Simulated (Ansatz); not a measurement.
The system is Ti3S2.

```
Ti S
1.0
     2.71311    1.56642    3.23762
    -2.71311    1.56642    3.23762
     0.00000   -3.13283    3.23762
Ti S
3 2
Direct
  0.00000 0.33565 0.66434
  0.66434 0.00000 0.33565
  0.33565 0.66434 0.00000
  0.16784 0.16784 0.16784
  0.83216 0.83216 0.83216
```

The cell comes from a database or a generator and needn't be the stable form of this composition.

Base run:

```yaml
Program: Ansatz 0.2.0
Functional: PBEsol
Potentials_or_basis: Ansatz PAW
Cutoff: 420 eV
Density_cutoff: 1680 eV
k_mesh: 6 × 6 × 6
Occupations: fermi-dirac, width 0.05 eV
Spin: no spin polarisation
```

Its results: band gap on the k mesh none (metal or under the smearing width); pressure -4.5 GPa; largest force 0.044 eV/Å.

Q: The run is repeated on the same cell with these changes: functional from PBEsol to r2SCAN; cutoff from 420 eV to 500 eV; density cutoff from 1680 eV to 2000 eV. What comes out?

A: Band gap on the k mesh none (metal or under the smearing width); pressure -0.4 GPa; largest force 0.049 eV/Å.

Caveats: the PAW data sets come from PBE, with cores solved anew for the run's functional, which leaves a small shift of forces and pressure.

Not every run made on this cell is shown here.
